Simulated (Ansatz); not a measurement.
# ZrTi3C4: a closer look at a trial structure

This session takes a relaxed cell of ZrTi3C4 and sets out to get its elastic tensor and see how the gap depends on the level of theory.

Method: DFT PBE, scalar-relativistic, plane waves, PAW, unless a step names another level, in Ansatz 0.2.0.

### 1 The starting structure

It takes space group I4/mmm (No. 139, tetragonal). The conventional cell has a = 4.449 Å, b = 4.449 Å, c = 8.858 Å, α = 90.00°, β = 90.00°, γ = 90.00°. Zr (site symmetry 4/mmm) is surrounded by 6 C at 2.22 to 2.27 Å. Ti (site symmetry 4/mmm) has 6 C at 2.16 to 2.22 Å in its first shell of neighbours. Ti (site symmetry -4m2) has 6 C at 2.21 to 2.22 Å in its first shell of neighbours. Around C (site symmetry 4mm) lie 5 Ti at 2.16 to 2.22 Å and 1 Zr at 2.27 Å. C (site symmetry mmm) has 4 Ti at 2.21 to 2.22 Å and 2 Zr at 2.22 Å in its first shell of neighbours.

As a file:

```
CELL_PARAMETERS angstrom
-2.22426 2.22426 4.42912
2.22426 -2.22426 4.42912
2.22426 2.22426 -4.42912
ATOMIC_POSITIONS crystal
Zr 0.50000 0.50000 0.00000
Ti 0.00000 0.00000 0.00000
Ti 0.75000 0.25000 0.50000
Ti 0.25000 0.75000 0.50000
C 0.24394 0.24394 0.00000
C 0.00000 0.50000 0.50000
C 0.75606 0.75606 0.00000
C 0.50000 0.00000 0.50000
```

The cell was relaxed beforehand at this level, from a generated guess; it is a trial structure. At a tolerance of 0.05 Å it has space group I4/mmm (No. 139); it has 10.96 Å³/atom, an uncorrected energy of -0.77 eV/atom over the elements and, on its mesh, gap none (metal).

### 2 Elastic constants, atoms relaxed

input.yaml

```yaml
crystal:
  lattice:
    - [-2.2245934876, 2.2245934876, 4.4294166927]
    - [2.2245934876, -2.2245934876, 4.4294166927]
    - [2.2245934876, 2.2245934876, -4.4294166927]
  atoms:
    - { symbol: Zr, position: [0.5, 0.5, 0.0] }
    - { symbol: Ti, position: [0.0, 0.0, 0.0] }
    - { symbol: Ti, position: [0.75, 0.25, 0.5] }
    - { symbol: Ti, position: [0.25, 0.75, 0.5] }
    - { symbol: C, position: [0.243923711, 0.243923711, 0.0] }
    - { symbol: C, position: [0.0, 0.5, 0.5] }
    - { symbol: C, position: [0.756076289, 0.756076289, 0.0] }
    - { symbol: C, position: [0.5, 0.0, 0.5] }
basis:
  ecutwfc: 420
kpoints:
  mp_grid: { grid: [12, 12, 12] }
hamiltonian:
  xc: pbe
scf:
  occupations: { method: fermi_dirac, width: 0.15 }
output:
  forces: true
  stress: true
  eigenvalues: true
elastic:
  mode: relaxed_ion
  amplitude: 0.005
  stencil: two_point
```

Run with:

```console
$ ansatz run input.yaml --threads 4 --pin off --max-ram 8192MiB --backend cpu --events-out ev --progress --plain --runs-dir out
```

Log:

```text
Warning: RAYON_NUM_THREADS=4 ignored (pool sized by the plan → 4); use --threads N
band count auto-derived: 45 (N_el = 64.0; filled up to band 32; 40 by the electrons, moments and atoms)
Engine: ansatz 0.2.0, aarch64-unknown-linux-gnu
Pseudopotentials: kind: paw
Pseudopotential: Zr, paw, valence charge 12, recommended cutoff 420 eV (normal), Zr.paw.azcp
Pseudopotential: Ti, paw, valence charge 12, recommended cutoff 420 eV (normal), Ti.paw.azcp
Pseudopotential: C, paw, valence charge 4, recommended cutoff 420 eV (normal), C.paw.azcp
Functional definition: PBE
  parameter kappa = 0.804
  parameter beta = 0.06672455060314922
  exchange = pbe_x(kappa = kappa, mu = beta*pi^2/3)
  correlation = pbe_c(beta = beta)
Crystal: 8 atoms, lattice volume = 87.681 Å³
Basis set: ecut = 420 eV, 1695 PW (Γ), exchange–correlation on 80×80×80 points (8 copies of the dense FFT grid, shifted against one another)
Bands: 45, of which v1, the nominal top of the filled ones, is band 32 counted from 1 (31 counted from 0)
Symmetry: 16 space group operations
Space group: I4/mmm (ITA 139), of the structure as read, at distance tolerance 4.4e-5 Å
k-points: 163 of 1728
Non-local potential: Zr, projectors of the file, l = 0: 3, l = 1: 2, l = 2: 2, l = 3: 2
Non-local potential: Ti, projectors of the file, l = 0: 3, l = 1: 2, l = 2: 3, l = 3: 1
Non-local potential: C, projectors of the file, l = 0: 2, l = 1: 2, l = 2: 1
PAW form: soft (Blöchl's): semilocal exchange-correlation on the pseudo side does not see the compensation charge
PAW one-centre angular grid: Zr, 590 points (default); XC on 64 Gauss nodes
PAW one-centre angular grid: Ti, 590 points (default); XC on 64 Gauss nodes
PAW one-centre angular grid: C, 110 points (default); XC on 64 Gauss nodes
Initial density: superposition of atomic densities (neutral atoms: chi_scale 0, normalization atom), corrected by the library's trained network
Initial wavefunctions: pseudopotential atomic-orbital guess
Functional: x = pbe(κ = 0.804, μ = 0.2195149727645171), c = pbe(β = 0.06672455060314922)
SCF iter   1: F=—  HF=-12692.819968 eV  |F-HF|=—  |Δ(HF+E_count)|=         —  Δρ=4.82e-3  dr2=2.55e-2  ethr=1.77e-3  ⟨swp⟩=4.6  Hψ=27296  notcnv=0
preconditioner: auto → Kerker (q_TF=auto, 2.589 Å⁻¹)  [metal: Δε(μ)=0.002 eV  Ē_g=7.330 eV  σ=0.150 eV  W_gap=0.00  n_scr=30 (ndim 8)  ℏωp=22.4 eV  f_vac=0.000  D(μ)=1.34/eV (n_scr^D=10)]
SCF iter   2: F=—  HF=-12692.816407 eV  |F-HF|=—  |Δ(HF+E_count)|=   3.56e-3  Δρ=2.45e-3  dr2=6.73e-3  ethr=3.98e-5  ⟨swp⟩=1.0  Hψ=8657  notcnv=0
SCF iter   3: F=—  HF=-12692.815300 eV  |F-HF|=—  |Δ(HF+E_count)|=   1.11e-3  Δρ=3.47e-4  dr2=1.15e-4  ethr=1.05e-5  ⟨swp⟩=2.0  Hψ=8449  notcnv=0
SCF iter   4: F=—  HF=-12692.815289 eV  |F-HF|=—  |Δ(HF+E_count)|=   1.10e-5  Δρ=8.40e-5  dr2=4.11e-6  ethr=1.80e-7  ⟨swp⟩=2.2  Hψ=11300  notcnv=0
SCF iter   5: F=—  HF=-12692.815291 eV  |F-HF|=—  |Δ(HF+E_count)|=   1.77e-6  Δρ=1.69e-5  dr2=1.56e-7  ethr=6.41e-9  ⟨swp⟩=2.7  Hψ=11968  notcnv=0
SCF iter   6: F=—  HF=-12692.815291 eV  |F-HF|=—  |Δ(HF+E_count)|=   6.83e-8  Δρ=2.38e-6  dr2=3.43e-9  ethr=2.44e-10  ⟨swp⟩=2.3  Hψ=10441  notcnv=0
SCF iter   7: F=—  HF=-12692.815291 eV  |F-HF|=—  |Δ(HF+E_count)|=   1.36e-9  Δρ=5.82e-7  dr2=2.30e-10  ethr=5.36e-12  ⟨swp⟩=2.0  Hψ=11805  notcnv=0
SCF iter   8: F=—  HF=-12692.815291 eV  |F-HF|=—  |Δ(HF+E_count)|=  2.91e-11  Δρ=8.95e-8  dr2=4.66e-12  ethr=3.59e-13 (applied; sched 1.00e-12)  ⟨swp⟩=2.0  Hψ=10450  notcnv=0
SCF iter   9: F=—  HF=-12692.815291 eV  |F-HF|=—  |Δ(HF+E_count)|=  3.64e-12  Δρ=1.71e-8  dr2=2.16e-13  ethr=7.28e-15 (applied; sched 1.00e-12)  ⟨swp⟩=2.7  Hψ=12033  notcnv=0
SCF iter  10: F=-12692.815291 eV  HF=-12692.815291 eV  |F-HF|=0.00e0  |Δ(HF+E_count)|=    0.00e0  Δρ=3.27e-9  dr2=9.93e-15  ethr=1.00e-12  ⟨swp⟩=3.7  Hψ=18993  notcnv=0
the search or the solves at the SCF's close seem to have found levels that the self-consistency loop had missed (the run counts 1). By its estimate they hold under 1e-12 electrons; where the run keeps them, the occupations were computed again with them
SCF 1 converged in 10 iterations: F = -12692.815291 eV  dr2 = 9.93e-15
relax step   1: F+E_penalty+E_count = -12692.81529096 eV  Δ(F+E_penalty+E_count) = +0.000e0 eV  max|allowed force component| = 1.900e-4 eV/Å  Δτ_max = 0.0000 Å  (10 SCF iters, accepted)
[... from here on, the SCF cycles and remarks between the steps are left out ...]
relax step   2: F+E_penalty+E_count = -12692.81529097 eV  Δ(F+E_penalty+E_count) = -1.839e-9 eV  max|allowed force component| = 9.076e-6 eV/Å  Δτ_max = 0.0000 Å  (10 SCF iters, accepted)
relax step   1: F+E_penalty+E_count = -12692.81195629 eV  Δ(F+E_penalty+E_count) = +0.000e0 eV  max|allowed force component| = 2.200e-2 eV/Å  Δτ_max = 0.0000 Å  (11 SCF iters, accepted)
relax step   2: F+E_penalty+E_count = -12692.81198328 eV  Δ(F+E_penalty+E_count) = -2.699e-5 eV  max|allowed force component| = 1.313e-3 eV/Å  Δτ_max = 0.0011 Å  (8 SCF iters, accepted)
relax step   3: F+E_penalty+E_count = -12692.81198338 eV  Δ(F+E_penalty+E_count) = -9.353e-8 eV  max|allowed force component| = 7.164e-7 eV/Å  Δτ_max = 0.0001 Å  (10 SCF iters, accepted)
relax step   1: F+E_penalty+E_count = -12692.81208962 eV  Δ(F+E_penalty+E_count) = +0.000e0 eV  max|allowed force component| = 2.137e-2 eV/Å  Δτ_max = 0.0000 Å  (11 SCF iters, accepted)
relax step   2: F+E_penalty+E_count = -12692.81211568 eV  Δ(F+E_penalty+E_count) = -2.605e-5 eV  max|allowed force component| = 3.231e-4 eV/Å  Δτ_max = 0.0012 Å  (8 SCF iters, accepted)
relax step   3: F+E_penalty+E_count = -12692.81211568 eV  Δ(F+E_penalty+E_count) = -7.798e-9 eV  max|allowed force component| = 5.151e-8 eV/Å  Δτ_max = 0.0000 Å  (10 SCF iters, accepted)
relax step   1: F+E_penalty+E_count = -12692.81187463 eV  Δ(F+E_penalty+E_count) = +0.000e0 eV  max|allowed force component| = 2.217e-2 eV/Å  Δτ_max = 0.0000 Å  (10 SCF iters, accepted)
relax step   2: F+E_penalty+E_count = -12692.81189879 eV  Δ(F+E_penalty+E_count) = -2.416e-5 eV  max|allowed force component| = 8.378e-4 eV/Å  Δτ_max = 0.0011 Å  (8 SCF iters, accepted)
relax step   3: F+E_penalty+E_count = -12692.81189882 eV  Δ(F+E_penalty+E_count) = -3.456e-8 eV  max|allowed force component| = 5.673e-9 eV/Å  Δτ_max = 0.0000 Å  (10 SCF iters, accepted)
relax step   1: F+E_penalty+E_count = -12692.81196765 eV  Δ(F+E_penalty+E_count) = +0.000e0 eV  max|allowed force component| = 2.132e-2 eV/Å  Δτ_max = 0.0000 Å  (10 SCF iters, accepted)
relax step   2: F+E_penalty+E_count = -12692.81199161 eV  Δ(F+E_penalty+E_count) = -2.397e-5 eV  max|allowed force component| = 1.515e-3 eV/Å  Δτ_max = 0.0010 Å  (8 SCF iters, accepted)
relax step   3: F+E_penalty+E_count = -12692.81199173 eV  Δ(F+E_penalty+E_count) = -1.216e-7 eV  max|allowed force component| = 5.019e-8 eV/Å  Δτ_max = 0.0001 Å  (10 SCF iters, accepted)
relax step   1: F+E_penalty+E_count = -12692.81418598 eV  Δ(F+E_penalty+E_count) = +0.000e0 eV  max|allowed force component| = 1.906e-2 eV/Å  Δτ_max = 0.0000 Å  (10 SCF iters, accepted)
relax step   2: F+E_penalty+E_count = -12692.81418073 eV  Δ(F+E_penalty+E_count) = +5.254e-6 eV  max|allowed force component| = 1.816e-2 eV/Å  Δτ_max = 0.0018 Å  (8 SCF iters, rejected (line search))
relax step   3: F+E_penalty+E_count = -12692.81420844 eV  Δ(F+E_penalty+E_count) = -2.246e-5 eV  max|allowed force component| = 6.406e-3 eV/Å  Δτ_max = 0.0009 Å  (8 SCF iters, accepted)
relax step   4: F+E_penalty+E_count = -12692.81421250 eV  Δ(F+E_penalty+E_count) = -4.057e-6 eV  max|allowed force component| = 5.211e-4 eV/Å  Δτ_max = 0.0005 Å  (8 SCF iters, accepted)
relax step   5: F+E_penalty+E_count = -12692.81421253 eV  Δ(F+E_penalty+E_count) = -2.413e-8 eV  max|allowed force component| = 3.423e-6 eV/Å  Δτ_max = 0.0000 Å  (10 SCF iters, accepted)
relax step   1: F+E_penalty+E_count = -12692.81418598 eV  Δ(F+E_penalty+E_count) = +0.000e0 eV  max|allowed force component| = 1.906e-2 eV/Å  Δτ_max = 0.0000 Å  (10 SCF iters, accepted)
relax step   2: F+E_penalty+E_count = -12692.81421251 eV  Δ(F+E_penalty+E_count) = -2.653e-5 eV  max|allowed force component| = 4.821e-4 eV/Å  Δτ_max = 0.0013 Å  (8 SCF iters, accepted)
relax step   3: F+E_penalty+E_count = -12692.81421252 eV  Δ(F+E_penalty+E_count) = -1.462e-8 eV  max|allowed force component| = 1.588e-4 eV/Å  Δτ_max = 0.0000 Å  (10 SCF iters, accepted)
relax step   4: F+E_penalty+E_count = -12692.81421253 eV  Δ(F+E_penalty+E_count) = -1.370e-9 eV  max|allowed force component| = 1.473e-6 eV/Å  Δτ_max = 0.0000 Å  (9 SCF iters, accepted)
relax step   1: F+E_penalty+E_count = -12692.81419874 eV  Δ(F+E_penalty+E_count) = +0.000e0 eV  max|allowed force component| = 1.219e-4 eV/Å  Δτ_max = 0.0000 Å  (10 SCF iters, accepted)
relax step   2: F+E_penalty+E_count = -12692.81419874 eV  Δ(F+E_penalty+E_count) = -7.585e-10 eV  max|allowed force component| = 2.866e-8 eV/Å  Δτ_max = 0.0000 Å  (9 SCF iters, accepted)
relax step   1: F+E_penalty+E_count = -12692.81419874 eV  Δ(F+E_penalty+E_count) = +0.000e0 eV  max|allowed force component| = 1.219e-4 eV/Å  Δτ_max = 0.0000 Å  (10 SCF iters, accepted)
relax step   2: F+E_penalty+E_count = -12692.81419874 eV  Δ(F+E_penalty+E_count) = -7.567e-10 eV  max|allowed force component| = 5.795e-6 eV/Å  Δτ_max = 0.0000 Å  (9 SCF iters, accepted)
iter 1 solved again at ethr=1.00e-12 eV; its pass at ethr=3.10e-3 eV (dr2=3.65e-11 eV) is discarded
SCF iter   1: F=—  HF=-12692.814197 eV  |F-HF|=—  |Δ(HF+E_count)|=         —  Δρ=3.06e-7  dr2=3.52e-11  ethr=1.00e-12  ⟨swp⟩=2.4  Hψ=53313  notcnv=0
SCF iter   2: F=—  HF=-12692.814199 eV  |F-HF|=—  |Δ(HF+E_count)|=   2.22e-6  Δρ=1.33e-7  dr2=6.98e-12  ethr=5.50e-14 (applied; sched 1.00e-12)  ⟨swp⟩=3.0  Hψ=26197  notcnv=0
SCF iter   3: F=—  HF=-12692.814199 eV  |F-HF|=—  |Δ(HF+E_count)|=    0.00e0  Δρ=9.18e-8  dr2=3.16e-12  ethr=1.09e-14 (applied; sched 1.00e-12)  ⟨swp⟩=1.0  Hψ=12600  notcnv=0
SCF iter   4: F=—  HF=-12692.814199 eV  |F-HF|=—  |Δ(HF+E_count)|=  1.82e-12  Δρ=4.70e-8  dr2=8.21e-13  ethr=4.94e-15 (applied; sched 1.00e-12)  ⟨swp⟩=1.0  Hψ=12614  notcnv=0
SCF iter   5: F=—  HF=-12692.814199 eV  |F-HF|=—  |Δ(HF+E_count)|=  1.82e-12  Δρ=4.26e-8  dr2=6.98e-13  ethr=1.28e-15 (applied; sched 1.00e-12)  ⟨swp⟩=1.0  Hψ=12601  notcnv=0
SCF iter   6: F=—  HF=-12692.814199 eV  |F-HF|=—  |Δ(HF+E_count)|=  1.82e-12  Δρ=4.08e-8  dr2=6.31e-13  ethr=1.09e-15 (applied; sched 1.00e-12)  ⟨swp⟩=1.0  Hψ=12600  notcnv=0
iter 7 did not close the SCF: its close was put off for the readings that it lacked (scf_convergence_deferred on its scf_iter line)
SCF iter   7: F=-12692.814199 eV  HF=-12692.814199 eV  |F-HF|=1.82e-12  |Δ(HF+E_count)|=  3.64e-12  Δρ=1.21e-8  dr2=5.21e-14  ethr=9.86e-16 (applied; sched 1.00e-12)  ⟨swp⟩=2.3  Hψ=15404  notcnv=0
iter 8 did not close the SCF: its close was put off for the readings that it lacked (scf_convergence_deferred on its scf_iter line)
SCF iter   8: F=-12692.814199 eV  HF=-12692.814199 eV  |F-HF|=3.64e-12  |Δ(HF+E_count)|=  1.82e-12  Δρ=7.73e-9  dr2=2.09e-14  ethr=1.56e-16 (applied; sched 1.00e-12)  ⟨swp⟩=1.0  Hψ=12604  notcnv=0
iter 9 did not close the SCF: its close was put off for the readings that it lacked (scf_convergence_deferred on its scf_iter line)
SCF iter   9: F=-12692.814199 eV  HF=-12692.814199 eV  |F-HF|=0.00e0  |Δ(HF+E_count)|=  3.64e-12  Δρ=1.99e-9  dr2=1.11e-15  ethr=1.56e-16 (applied; sched 1.00e-12)  ⟨swp⟩=1.0  Hψ=12609  notcnv=0
iter 10 did not close the SCF: its close was put off for the readings that it lacked (scf_convergence_deferred on its scf_iter line)
SCF iter  10: F=-12692.814199 eV  HF=-12692.814199 eV  |F-HF|=0.00e0  |Δ(HF+E_count)|=    0.00e0  Δρ=3.97e-10  dr2=7.89e-17  ethr=1.56e-16 (applied; sched 1.00e-12)  ⟨swp⟩=1.0  Hψ=12600  notcnv=0
SCF iter  11: F=-12692.814199 eV  HF=-12692.814199 eV  |F-HF|=0.00e0  |Δ(HF+E_count)|=    0.00e0  Δρ=2.49e-10  dr2=6.18e-17  ethr=1.00e-12  ⟨swp⟩=1.3  Hψ=26475  notcnv=0
SCF 36 converged in 11 iterations: F = -12692.814199 eV  dr2 = 6.18e-17
SCF converged after 11 iterations
Free energy (F): -12692.815291 eV
Harris-Foulkes:  -12692.815291 eV  (|F-HF|=0.00e0)
Internal energy: -12692.713180 eV  (E = F + TS)
E sigma→0 (E₀):  -12692.764235 eV
Entropy (-TS):   -0.102111 eV (-12.764 meV/atom)
Fermi energy:    14.589313 eV
--- Per-component energies (eV) ---
  E_band       = -390.897860
  E_kinetic    = 1508.211396
  E_local      = -2970.888760  (includes V_loc(G=0)·N_el)
  E_nonlocal   = 200.681798
  E_hartree    = 1142.962568
  E_xc         = -653.264870
  E_vxc        = -804.480906  (∫ρ·V_xc dr)
  E_paw        = -6487.290855  (= ΣΔE_a)
  E_vpaw       = -610.346950  (= ΣTr[D̂ρ^β])
  E_aug_tail   = 0.000425  (compensation charges beyond the density's cutoff)
  E_ewald      = -5433.124882
  E_smearing   = -0.102111  (= −TS)
  E_closure    = 0.000000  (closes the sum)
  Σ components = -12692.815291   (vs F -12692.815291, Δ=0.00e0)
--- Forces (eV/Å), atoms counted from 1 ---
  atom   1  Zr    -0.00000000    -0.00000000     0.00000000
  atom   2  Ti     0.00000000     0.00000000     0.00000000
  atom   3  Ti     0.00000000    -0.00000000     0.00000000
  atom   4  Ti    -0.00000000     0.00000000    -0.00000000
  atom   5  C     -0.00000000     0.00000000    -0.00000908
  atom   6  C      0.00000000    -0.00000000    -0.00000000
  atom   7  C      0.00000000     0.00000000     0.00000908
  atom   8  C      0.00000000     0.00000000    -0.00000000
  max |Σ_I F_I| component: 1.73e-18 eV/Å
--- Stress (GPa, compression-positive) ---
        0.002323      -0.000000      -0.000000
       -0.000000       0.002323       0.000000
       -0.000000       0.000000      -0.006607
  P = ⅓ Tr σ = -0.0007 GPa (-0.007 kbar)
--- Band table (eV; the first three rows and the last of 163) ---
  k-point 0: bands = ["-42.1211", "-42.0811", "-42.0056", "-32.9419", "-18.4703", "-18.4567", "-18.4567", "-18.3463", "-18.3367", "-18.3367", "-18.2458", "-18.2458", "-18.2165", "-11.2146", "-11.2146", "-11.2043", "2.5480", "4.4697", "4.8137", "5.3517", "11.3300", "11.3300", "11.6186", "11.8701", "11.9014", "11.9870", "11.9870", "12.9644", "14.6239", "14.6239", "15.3088", "15.3088", "15.3405", "15.9879", "15.9879", "16.0011", "16.3012", "16.4417", "17.1899", "17.1899", "17.4479", "17.4479", "17.4513", "17.7490", "19.0764"]
[... 3 lines left out ...]
--- Elastic constants: 4 strain directions × 2 members + reference (group order 16) ---
  dense FFT box of the reference and of every strained cell: 40×40×40
  strains applied: 11, 33, 23, 12; error gains: componentwise 1.00 (the most a stress slope's error grows in a printed constant), spectral 1.41 (1 for all six strains in a standard setting)
  reference relaxed by the batch: 2 steps; max|allowed force component| 1.90e-4 eV/Å at the deck's positions, 9.08e-6 at the last accepted step, 9.08e-6 by the solve of record
  largest displacement 9.2e-6 Å; the constants are those of the deck's cell at these positions:
  atoms:
    - { symbol: Zr, position: [0.5000000000000001, 0.5000000000000001, 9.833684217247087e-36] }
    - { symbol: Ti, position: [-2.390362563568783e-23, -2.390362563569275e-23, 4.2959619928113283e-36] }
    - { symbol: Ti, position: [0.75, 0.25000000000000006, 0.5] }
    - { symbol: Ti, position: [0.25000000000000006, 0.75, 0.5] }
    - { symbol: C, position: [0.24392266749236444, 0.24392266749236444, -7.920845051936261e-36] }
    - { symbol: C, position: [-2.3903625635686504e-23, 0.5, 0.5] }
    - { symbol: C, position: [0.7560773325076358, 0.7560773325076358, -1.3331749210163566e-35] }
    - { symbol: C, position: [0.5, -2.39036256356919e-23, 0.5] }
  C = ∂σ_k/∂η_j (tension-positive GPa; Voigt order 11 22 33 23 13 12):
       473.907    116.703    115.909      0.000     -0.000     -0.000
       116.703    473.907    115.909     -0.000     -0.000     -0.000
       115.889    115.889    490.555      0.000     -0.000      0.000
         0.000     -0.000      0.000    157.984     -0.000      0.000
        -0.000      0.000     -0.000     -0.000    157.984     -0.000
        -0.000      0.000      0.000      0.000      0.000    160.164
  reference stress σ⁰ (GPa):     -0.002     -0.002      0.007     -0.000      0.000      0.000
  C* (energy form; C + prestress term) asymmetry max|C*_kj − C*_jk| = 1.102e-2 GPa — a small one proves nothing (zero by symmetry where the batch's group is 432, −43m or m−3m); a large one is finite-difference/SCF noise where every solve meets its electron count
  moduli (Voigt/Reuss/Hill, GPa): K = 237.26/237.21/237.24   G = 167.88/167.12/167.50   E = 406.78   ν = 0.214
  mechanically stable: yes (min eigenvalue of sym C = 157.98 GPa)
  the stresses are not corrected for the forces that the relaxations left standing (`elastic.f_tol`)
  strain η (Voigt 11):  stress-route row diagonal C_11 = 473.91 GPa, energy-path curvature d²(F+E_count+ΔE)/dδ²/Ω₀ = 473.81 GPa
         δ    σ_11 (GPa)             F (eV)   n_scf  n_hpsi   n_pw
    -5.000e-3      -2.4366      -12692.8119834      11  213468   1750   relax 3 steps, max|allowed force component| 7.16e-7 eV/Å
     5.000e-3       2.3025      -12692.8121157      11  214839   1757   relax 3 steps, max|allowed force component| 5.15e-8 eV/Å
  strain η (Voigt 33):  stress-route row diagonal C_33 = 490.56 GPa, energy-path curvature d²(F+E_count+ΔE)/dδ²/Ω₀ = 490.42 GPa
         δ    σ_33 (GPa)             F (eV)   n_scf  n_hpsi   n_pw
    -5.000e-3      -2.5151      -12692.8118988      11  125071   1750   relax 3 steps, max|allowed force component| 5.67e-9 eV/Å
     5.000e-3       2.3905      -12692.8119917      13  139611   1753   relax 3 steps, max|allowed force component| 5.02e-8 eV/Å
  strain η (Voigt 23):  stress-route row diagonal C_44 = 157.98 GPa, energy-path curvature d²(F+E_count+ΔE)/dδ²/Ω₀ = 157.97 GPa
         δ    σ_23 (GPa)             F (eV)   n_scf  n_hpsi   n_pw
    -5.000e-3      -0.7899      -12692.8142125      11  365636   1753   relax 5 steps, max|allowed force component| 3.42e-6 eV/Å
     5.000e-3       0.7899      -12692.8142125      11  365473   1753   relax 4 steps, max|allowed force component| 1.47e-6 eV/Å
  strain η (Voigt 12):  stress-route row diagonal C_66 = 160.16 GPa, energy-path curvature d²(F+E_count+ΔE)/dδ²/Ω₀ = 160.17 GPa
         δ    σ_12 (GPa)             F (eV)   n_scf  n_hpsi   n_pw
    -5.000e-3      -0.8008      -12692.8141987      11  215070   1750   relax 2 steps, max|allowed force component| 2.87e-8 eV/Å
     5.000e-3       0.8008      -12692.8141987      11  215073   1750   relax 2 steps, max|allowed force component| 5.80e-6 eV/Å
```

Run time: 11 min. Hardware: 4 threads of Arm Neoverse V2, shared host; peak memory 1.7 GiB.

Derived from the tensor and the density, 5.357 g/cm³, with v_l = √((B+4G/3)/ρ), v_t = √(G/ρ), v_m = [(2/v_t³+1/v_l³)/3]^(−1/3) and Θ = (ħ/k_B)·v_m·(6π²n/V)^(1/3):

| quantity | value |
| --- | --- |
| bulk modulus B | 237.2 GPa |
| shear modulus G | 167.5 GPa |
| B/G | 1.42 |
| universal anisotropy index | 0.02 |
| sound speeds v_l, v_t | 9272, 5592 m/s |
| Debye temperature Θ | 829 K |

Young's modulus by Cartesian direction:

```csv
direction,E (GPa)
"(1, 0, 0)",429
"(0, 1, 0)",429
"(0, 0, 1)",445
"(1, 1, 0)",401
"(1, 0, 1)",399
"(0, 1, 1)",399
"(1, 1, 1)",389
```

[end of part 1 of 3]
